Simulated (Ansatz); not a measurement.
# C2H8B2FN: small, medium and large basis sets

One table from this session's results is given with a row withheld; the runs are named, their logs left out.

Computed with Ansatz 0.2.0, Gaussian basis. Level: one geometry, several basis sets.

Plan: PBE0-D4/def2-SVP; ωB97M-V/def2-SVP; PBE0-D4/def2-QZVPP; ωB97M-V/def2-QZVPP; the functionals' def2-TZVPP values are taken from earlier runs.

## The relaxed structure

The geometry comes from an earlier relaxation with PBE0-D4 in a triple-zeta def2 set; it is a stationary point, not always the lowest conformer.

SMILES `BN(C)B(C)F`, 14 atoms, charge 0, spin multiplicity 1.

Atoms are counted from 1 here; the program's logs count them from 0.

Bond lengths: B1–N2 1.408 Å, B1–H7 1.197 Å, B1–H8 1.192 Å, N2–C3 1.465 Å, N2–B4 1.439 Å, C3–H9 1.092 Å, C3–H10 1.089 Å, C3–H11 1.092 Å, B4–C5 1.560 Å, B4–F6 1.342 Å, C5–H12 1.095 Å, C5–H13 1.087 Å, C5–H14 1.095 Å. Angles: N2–B1–H7 119.0°, N2–B1–H8 120.2°, H7–B1–H8 120.8°, B1–N2–C3 119.9°, B1–N2–B4 123.3°, C3–N2–B4 116.8°, N2–C3–H9 111.0°, N2–C3–H10 109.4°, N2–C3–H11 111.0°, H9–C3–H10 108.9°, H9–C3–H11 107.6°, H10–C3–H11 108.9°, N2–B4–C5 127.9°, N2–B4–F6 115.2°, C5–B4–F6 116.9°, B4–C5–H12 109.1°, B4–C5–H13 115.1°, B4–C5–H14 109.2° and more.

As a file:

```
B    -0.6506    0.1708    1.5028
N    -0.1090    0.5187    0.2505
C     0.0420    1.9301   -0.1130
B     0.3158   -0.4520   -0.7235
C     0.2719   -2.0067   -0.6083
F     0.8049    0.0581   -1.8642
H    -0.9811    1.0426    2.2543
H    -0.7763   -0.9757    1.8051
H    -0.5303    2.1652   -1.0122
H    -0.3139    2.5540    0.7049
H     1.0874    2.1719   -0.3134
H    -0.3403   -2.4093   -1.4223
H    -0.1115   -2.3888    0.3345
H     1.2783   -2.4081   -0.7665
```

The first run:

Contents of in.yaml:

```yaml
crystal:
  periodic: [false, false, false]
  atoms:
    - {symbol: B, position_ang: [-0.650629, 0.170835, 1.502806]}
    - {symbol: N, position_ang: [-0.109046, 0.518668, 0.250490]}
    - {symbol: C, position_ang: [0.042037, 1.930083, -0.112977]}
    - {symbol: B, position_ang: [0.315754, -0.452021, -0.723469]}
    - {symbol: C, position_ang: [0.271891, -2.006705, -0.608258]}
    - {symbol: F, position_ang: [0.804862, 0.058109, -1.864245]}
    - {symbol: H, position_ang: [-0.981089, 1.042574, 2.254316]}
    - {symbol: H, position_ang: [-0.776269, -0.975745, 1.805095]}
    - {symbol: H, position_ang: [-0.530304, 2.165153, -1.012231]}
    - {symbol: H, position_ang: [-0.313917, 2.554004, 0.704908]}
    - {symbol: H, position_ang: [1.087415, 2.171876, -0.313428]}
    - {symbol: H, position_ang: [-0.340345, -2.409250, -1.422322]}
    - {symbol: H, position_ang: [-0.111537, -2.388823, 0.334482]}
    - {symbol: H, position_ang: [1.278275, -2.408055, -0.766467]}
basis:
  gaussian: {orbitals: def2-SVP}
hamiltonian: {xc: pbe0, dispersion: d4}
output: {orbitals: {seedname: orbitals}}
```

Among the steps run: PBE0-D4 in def2-SVP; ωB97M-V in def2-SVP; PBE0-D4 in def2-QZVPP; ωB97M-V in def2-QZVPP.

One of the session's tables, all rows but one given; the rest of the session is left out.

It belongs to the step «Functionals by basis». 

| functional | basis | HOMO (eV) |
| --- | --- | --- |
| PBE0-D4 | def2-SVP | ? |
| PBE0-D4 | def2-TZVPP | -8.51 |
| PBE0-D4 | def2-QZVPP | -8.52 |
| ωB97M-V | def2-SVP | -10.76 |
| ωB97M-V | def2-TZVPP | -10.82 |
| ωB97M-V | def2-QZVPP | -10.83 |

Estimate the missing values for PBE0-D4, def2-SVP.

As computed: HOMO (eV): -8.47. In the column «HOMO (eV)» it is the highest.
